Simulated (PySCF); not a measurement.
# C2H4BrClSi: the cost of one run

The runs use PySCF 2.14.0, with density-fitted response routines of our own; the level of theory stands in each step. All values are computed, except where a source is named. Atoms are numbered from 0 throughout.

### Step 1. The molecule as given

9 atoms, charge 0, multiplicity 1; geometry from: GFN2-xTB. The atoms were then displaced at random by about 0.01 Å, so the start is not that level's minimum.

Bonds of the start (Å): Cl0–C1 1.76, C1–Br2 1.96, C1–C3 1.55, C3–Si4 1.88, Si4–C1 1.91, C3–H5 1.09, C3–H6 1.08, Si4–H7 1.46, Si4–H8 1.42.

### Step 2. Geometry optimisation at PBE0-D3(BJ)/def2-SVP

What the job is given:

```
{"job": {"xc": "PBE0", "basis": "def2-SVP", "d3": "d3bj", "grid": 1, "shake": 0.01, "kind": "geom"}, "charge": 0, "multiplicity": 1}
Cl    -1.743350    -0.963450    -1.263190
C     -0.765850    -0.354910     0.061610
Br    -1.753910    -0.420000     1.751930
C      0.010090     0.959110    -0.200380
Si     1.141280    -0.520420     0.026050
H     -0.120610     1.715910     0.571790
H     -0.171360     1.380800    -1.179520
H      1.782190    -0.674900     1.328250
H      1.679340    -1.139300    -1.130280
```

Started as:

```console
OMP_NUM_THREADS=1 python probes_run.py task.json out
```

This one command runs all jobs of the session in turn.

**Question.** How long does this first job take on 1 thread of Arm Neoverse V1, shared host, and how much memory does it need?

About 48 s, with a peak of 0.46 GiB.
